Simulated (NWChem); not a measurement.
**Si2H5ClO2 (SMILES O[SiH2]O[SiH2]Cl) at 5 levels**

We compute a comparison of 5 runs (HF/STO-3G, HF/3-21G, B3LYP/6-31G*, CAM-B3LYP/pcseg-1) of Si2H5ClO2. 

Program for the calculation: NWChem 7.3.0.

## 1. Starting point

Si2H5ClO2: 10 atoms, total charge 0, spin state singlet. SMILES: `O[SiH2]O[SiH2]Cl`. The shape is that of a PBE0-D4/def2-TZVP optimisation. This is one conformer, not always the lowest.

Bond lengths: O1–Si2 1.635 Å, Si2–O3 1.643 Å, O3–Si4 1.618 Å, Si4–Cl5 2.064 Å, O1–H6 0.959 Å, Si2–H7 1.475 Å, Si2–H8 1.483 Å, Si4–H9 1.477 Å, Si4–H10 1.477 Å. Some angles: O1–Si2–O3 111.8°, Si2–O3–Si4 142.4°, O3–Si4–Cl5 109.5°, O1–Si2–H7 106.4°, O1–Si2–H8 111.2°, O3–Si2–H7 107.7°, O3–Si2–H8 107.3°, Si2–O1–H6 118.0°, O3–Si4–H9 109.8°, O3–Si4–H10 110.8°.

## 2. Energy and gradient at HF/STO-3G (run 1)

Contents of job.nw:

```
start job
title "ClH5O2Si2"
memory stack 880 mb heap 220 mb global 1100 mb

geometry units angstrom noautosym nocenter noautoz
 O     1.148000    1.696900    0.313600
 Si    1.400600    0.081600    0.317900
 O     0.177300   -0.730000   -0.420900
 Si   -1.427200   -0.715900   -0.631800
 Cl   -2.294600    0.520800    0.774500
 H     0.435900    2.042100    0.855400
 H     2.628600   -0.149000   -0.466000
 H     1.504300   -0.440800    1.702400
 H    -1.970900   -2.072500   -0.421600
 H    -1.777000   -0.172600   -1.960100
end

basis spherical bse
 O library STO-3G
 Si library STO-3G
 Cl library STO-3G
 H library STO-3G
end

scf
 thresh 1e-08
 maxiter 80
end

task scf gradient
```

Launch:

```
$ nwchem job.nw > job.out
```

Log:

```text
[...]
  functions       =    42
[...]
  wavefunction    = RHF
[...]
         Total SCF energy =  -1176.502657704157
      One-electron energy =  -2382.270599021854
      Two-electron energy =    831.287871311737
 Nuclear repulsion energy =    374.480070005960
        Time for solution =      3.2s
[...]
                         RHF ENERGY GRADIENTS
    atom               coordinates                        gradient
                 x          y          z           x          y          z
   1 O       2.169405   3.206676   0.592618   -0.022336  -0.013036   0.023610
   2 Si      2.646750   0.154202   0.600744   -0.009989   0.029649  -0.014741
   3 O       0.335048  -1.379500  -0.795386   -0.001238  -0.001649   0.000251
   4 Si     -2.697017  -1.352855  -1.193929   -0.004402   0.023847   0.030484
   5 Cl     -4.336165   0.984169   1.463593    0.007644  -0.010917  -0.012182
   6 H       0.823732   3.859009   1.616472    0.020232   0.001335  -0.017801
   7 H       4.967334  -0.281569  -0.880612    0.023208  -0.003951  -0.016295
   8 H       2.842715  -0.832991   3.217070   -0.000316  -0.009700   0.027260
   9 H      -3.724461  -3.916457  -0.796708   -0.008472  -0.026026   0.004550
  10 H      -3.358043  -0.326167  -3.704052   -0.004332   0.010445  -0.025135
[...]
```

Wall time 4.8 s (1 thread of Intel Xeon Platinum 8488C (Sapphire Rapids), shared host); peak memory 0.095 GiB.

## 3. Energy and forces at HF/3-21G (run 2)

Contents of clh5o2si2.nw:

```
echo
start clh5o2si2
memory total 2200 mb

geometry noautosym nocenter noautoz
O      1.148000     1.696900     0.313600
Si     1.400600     0.081600     0.317900
O      0.177300    -0.730000    -0.420900
Si    -1.427200    -0.715900    -0.631800
Cl    -2.294600     0.520800     0.774500
H      0.435900     2.042100     0.855400
H      2.628600    -0.149000    -0.466000
H      1.504300    -0.440800     1.702400
H     -1.970900    -2.072500    -0.421600
H     -1.777000    -0.172600    -1.960100
end

basis spherical bse
* library 3-21G
end

scf
thresh 1e-08
maxiter 80
end

task scf gradient
```

Launch:

```
$ nwchem clh5o2si2.nw > clh5o2si2.out
```

Log:

```text
[...]
  functions       =    67
[...]
  wavefunction    = RHF
[...]
         Total SCF energy =  -1184.066865756924
      One-electron energy =  -2385.694244062013
      Two-electron energy =    827.147308299129
 Nuclear repulsion energy =    374.480070005960
        Time for solution =      3.5s
[...]
                         RHF ENERGY GRADIENTS
    atom               coordinates                        gradient
                 x          y          z           x          y          z
   1 O       2.169405   3.206676   0.592618    0.012042  -0.014594  -0.004101
   2 Si      2.646750   0.154202   0.600744   -0.041030   0.027005   0.002112
   3 O       0.335048  -1.379500  -0.795386   -0.000531  -0.006852  -0.006202
   4 Si     -2.697017  -1.352855  -1.193929    0.003791   0.041206   0.046589
   5 Cl     -4.336165   0.984169   1.463593    0.018414  -0.027555  -0.031021
   6 H       0.823732   3.859009   1.616472    0.002315  -0.014673  -0.001015
   7 H       4.967334  -0.281569  -0.880612    0.001601   0.000372  -0.003413
   8 H       2.842715  -0.832991   3.217070    0.000589  -0.000814   0.001158
   9 H      -3.724461  -3.916457  -0.796708    0.001313  -0.003585  -0.000554
  10 H      -3.358043  -0.326167  -3.704052    0.001496  -0.000509  -0.003554
[...]
```

Run time: 5.1 s. Hardware: 1 thread of Intel Xeon Platinum 8488C (Sapphire Rapids), shared host; peak memory 0.098 GiB.

## 4. Energy and gradient at B3LYP/6-31G(d) (spherical functions) (run 3)

Contents of work.nw:

```
start work
title "ClH5O2Si2"
memory stack 880 mb heap 220 mb global 1100 mb

geometry units bohr noautosym nocenter noautoz
  O   2.16940559  3.20667626  0.59261811
  Si  2.64675041  0.15420165  0.60074394
  O   0.33504844 -1.37950007 -0.79538573
  Si -2.69701713 -1.35285493 -1.19392897
  Cl -4.33616557  0.98416937  1.46359288
  H   0.82373162  3.85900972  1.61647173
  H   4.96733409 -0.28156919 -0.88061237
  H   2.84271501 -0.83299128  3.21706975
  H  -3.72446122 -3.91645739 -0.79670853
  H  -3.35804332 -0.32616673 -3.70405218
end

basis "ao basis" spherical bse
  * library 6-31G*
end

dft
  xc b3lyp
  grid fine
  convergence energy 1e-08
  iterations 100
  mulliken
  noprint "final vectors analysis"
end

task dft gradient
```

Launch:

```
$ nwchem work.nw > work.out
```

Log:

```text
[...]
          Wavefunction type:  closed shell.
          No. of atoms     :    10
          No. of electrons :    66
[...]
          Charge           :     0
          Spin multiplicity:     1
[...]
          AO basis - number of functions:    92
[...]
              XC Information
              --------------
                         B3LYP Method XC Potential
                     Hartree-Fock (Exact) Exchange  0.200
                        Slater Exchange Functional  0.800 local
                    Becke 1988 Exchange Functional  0.720 non-local
              Lee-Yang-Parr Correlation Functional  0.810
                  VWN I RPA Correlation Functional  0.190 local
[...]
 d= 0,ls=0.0,diis     1  -1192.6962668423 -1.57D+03  1.49D-02  9.38D-01     3.4
[...]
 d= 0,ls=0.0,diis    10  -1192.7988523856 -6.87D-09  4.09D-07  1.58D-09    26.0
         Total DFT energy =    -1192.798852385614
      One electron energy =    -2394.453432051336
           Coulomb energy =      916.608896338863
    Exchange-Corr. energy =      -89.434359544948
 Nuclear repulsion energy =      374.480042871806
[...]
  wavefunction    = closed shell
                         DFT ENERGY GRADIENTS
    atom               coordinates                        gradient
                 x          y          z           x          y          z
   1 O       2.169406   3.206676   0.592618   -0.004625  -0.009362   0.005357
   2 Si      2.646750   0.154202   0.600744   -0.013010   0.004512  -0.005794
   3 O       0.335048  -1.379500  -0.795386   -0.002162   0.006575   0.003833
   4 Si     -2.697017  -1.352855  -1.193929    0.007860   0.005794   0.007969
   5 Cl     -4.336166   0.984169   1.463593    0.004883  -0.005630  -0.006241
   6 H       0.823732   3.859010   1.616472    0.006414  -0.003211  -0.004953
   7 H       4.967334  -0.281569  -0.880612   -0.000338   0.000166  -0.000163
   8 H       2.842715  -0.832991   3.217070   -0.000483   0.000922  -0.000572
   9 H      -3.724461  -3.916457  -0.796709    0.000706   0.000332   0.000225
  10 H      -3.358043  -0.326167  -3.704052    0.000757  -0.000098   0.000339
[...]
```

Wall time 34 s (1 thread of Intel Xeon Platinum 8488C (Sapphire Rapids), shared host); peak memory 0.12 GiB.

Run 4 isn't shown in full; the table further down has it.

## 5. Energy and gradient at CAM-B3LYP/pcseg-1 (run 5)

Contents of clh5o2si2.nw:

```
start clh5o2si2
title "ClH5O2Si2 gradient"
memory total 2200 mb

geometry noautosym nocenter noautoz
  O     1.148000    1.696900    0.313600
  Si    1.400600    0.081600    0.317900
  O     0.177300   -0.730000   -0.420900
  Si   -1.427200   -0.715900   -0.631800
  Cl   -2.294600    0.520800    0.774500
  H     0.435900    2.042100    0.855400
  H     2.628600   -0.149000   -0.466000
  H     1.504300   -0.440800    1.702400
  H    -1.970900   -2.072500   -0.421600
  H    -1.777000   -0.172600   -1.960100
end

basis "ao basis" spherical bse
  * library pcseg-1
end

dft
  xc xcamb88 1.00 lyp 0.81 vwn_5 0.19 hfexch 1.00
  cam 0.33 cam_alpha 0.19 cam_beta 0.46
  grid fine
  convergence energy 1e-08
  direct
  maxiter 100
  mulliken
end

task dft gradient
```

Launch:

```
$ nwchem clh5o2si2.nw > clh5o2si2.out
```

Log:

```text
[...]
          Wavefunction type:  closed shell.
          No. of atoms     :    10
          No. of electrons :    66
[...]
          Charge           :     0
          Spin multiplicity:     1
[...]
          AO basis - number of functions:   107
[...]
              XC Information
              --------------
                     Hartree-Fock (Exact) Exchange  1.000
                   CAM-Becke88 Exchange Functional  1.000
                      VWN V Correlation Functional  0.190 local
              Lee-Yang-Parr Correlation Functional  0.810
[...]
 d= 0,ls=0.0,diis     1  -1192.6288460069 -1.57D+03  1.12D-02  9.67D-01     6.5
[...]
 d= 0,ls=0.0,diis    10  -1192.7288261582 -2.56D-09  6.12D-07  2.43D-09    68.0
         Total DFT energy =    -1192.728826158161
      One electron energy =    -2394.108428230116
           Coulomb energy =      916.205288190751
    Exchange-Corr. energy =      -89.305756124756
 Nuclear repulsion energy =      374.480070005960
[...]
  wavefunction    = closed shell
[...]
                         DFT ENERGY GRADIENTS
    atom               coordinates                        gradient
                 x          y          z           x          y          z
   1 O       2.169405   3.206676   0.592618   -0.002031  -0.006573   0.003530
   2 Si      2.646750   0.154202   0.600744   -0.016452   0.004925  -0.005025
   3 O       0.335048  -1.379500  -0.795386   -0.001653   0.003946   0.002262
   4 Si     -2.697017  -1.352855  -1.193929    0.010792   0.006243   0.008342
   5 Cl     -4.336165   0.984169   1.463593    0.002834  -0.004144  -0.004533
   6 H       0.823732   3.859009   1.616472    0.005280  -0.004210  -0.004024
   7 H       4.967334  -0.281569  -0.880612    0.000127   0.000138   0.000030
   8 H       2.842715  -0.832991   3.217070    0.000465   0.000090  -0.000204
   9 H      -3.724461  -3.916457  -0.796708    0.000296   0.000042  -0.000278
  10 H      -3.358043  -0.326167  -3.704052    0.000342  -0.000458  -0.000100
[...]
```

Wall time 98 s (1 thread of Intel Xeon Platinum 8488C (Sapphire Rapids), shared host); peak memory 0.13 GiB.

## 6. The series

| run | level | iteration cap | module | energy (Eh) | dipole moment (D) | HOMO energy (eV) | LUMO energy (eV) | wall time |
| --- | --- | --- | --- | --- | --- | --- | --- | --- |
| 1 | HF/STO-3G | 80 | scf | -1176.502658 | 2.07 | -9.15 | 9.79 | 4.8 s |
| 2 | HF/3-21G | 80 | scf | -1184.066866 | 1.41 | -12.23 | 3.91 | 5.1 s |
| 3 | B3LYP/6-31G* (spherical functions) | 100 | dft | -1192.798852 | 0.71 | – | – | 34 s |
| 4 | B3LYP/6-31G* (Cartesian functions) | 100 | dft | -1192.808063 | 0.71 | -8.46 | 0.34 | 36 s |
| 5 | CAM-B3LYP/pcseg-1 | 100 | dft | -1192.728826 | 0.84 | -10.23 | 1.30 | 98 s |

## 7. Results

```
                       quantity           value
            run 5: total energy  -1192.72883 Eh
           run 5: dipole moment          0.84 D
             run 5: HOMO energy       -10.23 eV
             run 5: LUMO energy         1.30 eV
           run 5: HOMO–LUMO gap        11.54 eV
run 5: largest force on an atom      0.920 eV/Å
```

The dipole moment (its size) runs from 0.71 D (B3LYP/6-31G*) to 2.07 D (HF/STO-3G). The two ends differ in method and basis. Over runs 1, 2, 4, 5 the HOMO–LUMO gap runs from 8.81 eV (B3LYP/6-31G*) to 18.93 eV (HF/STO-3G). Totals of different functionals can't be ranked against each other. In run 1 the basis is minimal, so the values are rough. All runs together took 3 min, the longest 98 s.
